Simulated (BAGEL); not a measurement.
# C2HAlClF (SMILES C#[C][Al]([F])[Cl]): HF/cc-pVDZ (density fitting with qzvpp-jkfit)

Aim: the vertical singlet–triplet gap of C2HAlClF at HF/cc-pVDZ (density fitting with qzvpp-jkfit), from 2 runs. 

The calculation is run with BAGEL 1.2.2.

3 further runs of the same task are left out: 2 that didn't finish, 1 set aside as unsound or not needed.

## (1) The system as given

C2HAlClF: 6 atoms, total charge 0, spin state singlet. SMILES: `C#[C][Al]([F])[Cl]`. The coordinates come from a PBE0-D4/def2-TZVP relaxation.

Bond lengths: C1–C2 1.208 Å, C2–Al3 1.878 Å, Al3–F4 1.637 Å, Al3–Cl5 2.072 Å, C1–H6 1.067 Å. Angles: C1–C2–Al3 179.1°, C2–Al3–F4 120.0°, C2–Al3–Cl5 121.8°, F4–Al3–Cl5 118.1°, C2–C1–H6 180.0°.

## (2) A single-point energy at HF/cc-pVDZ (density fitting with qzvpp-jkfit)

input.json reads:

```json
{ "bagel" : [

{
  "title" : "molecule",
  "basis" : "cc-pvdz.json",
  "df_basis" : "qzvpp-jkfit",
  "angstrom" : true,
  "geometry" : [
    { "atom" : "C", "xyz" : [    0.079200,    0.550300,    1.791600 ] },
    { "atom" : "C", "xyz" : [    0.021300,    0.146100,    0.654200 ] },
    { "atom" : "Al", "xyz" : [   -0.061900,   -0.456300,   -1.122700 ] },
    { "atom" : "F", "xyz" : [   -0.437800,   -2.016700,   -1.442100 ] },
    { "atom" : "Cl", "xyz" : [    0.311400,    0.805300,   -2.722900 ] },
    { "atom" : "H", "xyz" : [    0.130000,    0.907400,    2.795800 ] }
  ]
},
{ "title" : "hf" },
{ "title" : "print", "file" : "orbitals.molden", "orbitals" : true }

]}
```

The basis set cc-pVDZ is read from a file made from the Basis Set Exchange's data (not shown).

The run is started by

```bash
$ BAGEL_NUM_THREADS=1 BAGEL input.json > input.out
```

What it wrote:

```text
* using 1 threads per process

  ===============================================================
  ===============================================================

  *** Geometry ***

  { "atom" : "C", "xyz" : [      0.149666,      1.039916,      3.385633 ] },
  { "atom" : "C", "xyz" : [      0.040251,      0.276089,      1.236259 ] },
  { "atom" : "Al", "xyz" : [     -0.116974,     -0.862282,     -2.121596 ] },
  { "atom" : "F", "xyz" : [     -0.827322,     -3.811011,     -2.725174 ] },
  { "atom" : "Cl", "xyz" : [      0.588461,      1.521796,     -5.145535 ] },
  { "atom" : "H", "xyz" : [      0.245664,      1.714737,      5.283296 ] },

  Number of auxiliary basis functions:      501

  Since a DF basis is specified, we compute 2- and 3-index integrals:
    o Being stored without compression. Storage requirement is 0.028 GB

  Number of basis functions:       83
  Number of electrons      :       52

    * METHOD: MOLECULE                             0.25

  *** RHF ***

  === Nuclear Repulsion ===
   223.1688638546

      * DIIS with orbital gradients will be used.

  === RHF iteration (cc-pvdz.json) ===
      0       -877.09053211          0.01494714           0.08
      1       -877.22884320          0.00866855           0.07
      2       -877.28657113          0.00144544           0.08
      3       -877.28813042          0.00047988           0.08
      4       -877.28829930          0.00012087           0.07
      5       -877.28830835          0.00005234           0.08
      6       -877.28831119          0.00002974           0.07
      7       -877.28831311          0.00001013           0.08
      8       -877.28831333          0.00000350           0.08
      9       -877.28831335          0.00000127           0.08
     10       -877.28831335          0.00000051           0.07
     11       -877.28831335          0.00000016           0.08
     12       -877.28831335          0.00000006           0.08
     13       -877.28831335          0.00000002           0.07
     14       -877.28831335          0.00000001           0.08
    * SCF iteration converged.

    * Permanent dipole moment:
           (   -0.081664,    -0.458030,    -0.859760) a.u.

    * METHOD: HF                                   1.33

    * METHOD: PRINT                                0.02

  ===============================================================
```

It took 1.7 s on 1 thread of Arm Neoverse V1, shared host; peak memory 0.12 GiB.

## (3) The triplet

hf.json reads:

```json
{ "bagel" : [

{
  "title" : "molecule",
  "basis" : "cc-pvdz.json",
  "df_basis" : "qzvpp-jkfit",
  "angstrom" : true,
  "geometry" : [
    { "atom" : "C", "xyz" : [       0.079200,       0.550300,       1.791600 ] },
    { "atom" : "C", "xyz" : [       0.021300,       0.146100,       0.654200 ] },
    { "atom" : "Al", "xyz" : [      -0.061900,      -0.456300,      -1.122700 ] },
    { "atom" : "F", "xyz" : [      -0.437800,      -2.016700,      -1.442100 ] },
    { "atom" : "Cl", "xyz" : [       0.311400,       0.805300,      -2.722900 ] },
    { "atom" : "H", "xyz" : [       0.130000,       0.907400,       2.795800 ] }
  ]
},

{
  "title" : "uhf",
  "nopen" : 2
},

{
  "title" : "print",
  "file" : "orbitals.molden",
  "orbitals" : true
}

]}
```

The basis set cc-pVDZ is read from a file made from the Basis Set Exchange's data (not shown).

The run is started by

```bash
$ BAGEL_NUM_THREADS=1 BAGEL hf.json > hf.out
```

What it wrote:

```text
* using 1 threads per process

  ===============================================================
  ===============================================================

  *** Geometry ***

  { "atom" : "C", "xyz" : [      0.149666,      1.039916,      3.385633 ] },
  { "atom" : "C", "xyz" : [      0.040251,      0.276089,      1.236259 ] },
  { "atom" : "Al", "xyz" : [     -0.116974,     -0.862282,     -2.121596 ] },
  { "atom" : "F", "xyz" : [     -0.827322,     -3.811011,     -2.725174 ] },
  { "atom" : "Cl", "xyz" : [      0.588461,      1.521796,     -5.145535 ] },
  { "atom" : "H", "xyz" : [      0.245664,      1.714737,      5.283296 ] },

  Number of auxiliary basis functions:      501

  Since a DF basis is specified, we compute 2- and 3-index integrals:
    o Being stored without compression. Storage requirement is 0.028 GB

  Number of basis functions:       83
  Number of electrons      :       52

    * METHOD: MOLECULE                             0.25

  *** Open-shell HF ***

  === Nuclear Repulsion ===
   223.1688638546

      * DIIS with orbital gradients will be used.

  === UHF iteration (cc-pvdz.json) ===
      0       -876.93325215          0.02625656           0.15
      1       -877.06033605          0.01629433           0.15
      2       -877.09632807          0.00963753           0.15
      3       -877.11817023          0.00081242           0.15
      4       -877.11861292          0.00030673           0.16
      5       -877.11872448          0.00022532           0.15
      6       -877.11885872          0.00015046           0.15
      7       -877.11891568          0.00006864           0.15
      8       -877.11892272          0.00003289           0.15
      9       -877.11892439          0.00001460           0.15
[... 39 lines of this table left out ...]
     49       -877.11892475          0.00000001           0.16
     50       -877.11892475          0.00000001           0.16
     51       -877.11892475          0.00000001           0.15
     52       -877.11892475          0.00000001           0.15
    * SCF iteration converged.

    * S^2 (UHF) is 2.0231

    * Permanent dipole moment:
           (   -0.105305,    -0.681129,    -1.707047) a.u.

    * METHOD: UHF                                  8.27

    * METHOD: PRINT                                0.02

  ===============================================================
```

Wall time 8.7 s (1 thread of Arm Neoverse V1, shared host); peak memory 0.12 GiB.

## (4) Outcome

Level: HF/cc-pVDZ (density fitting with qzvpp-jkfit).

| quantity | value |
| --- | --- |
| singlet: total energy | -877.28831 Eh |
| singlet: dipole moment | 2.48 D |
| singlet: HOMO energy | -11.43 eV |
| singlet: LUMO energy | 1.57 eV |
| singlet: HOMO–LUMO gap | 13.00 eV |
| triplet: total energy | -877.11892 Eh |
| triplet: dipole moment | 4.68 D |
| triplet: ⟨S²⟩ | 2.023 |
| vertical energy of the triplet above the singlet | 4.609 eV |

What this shows: At this shape the triplet lies 4.61 eV (106 kcal/mol) above the singlet.
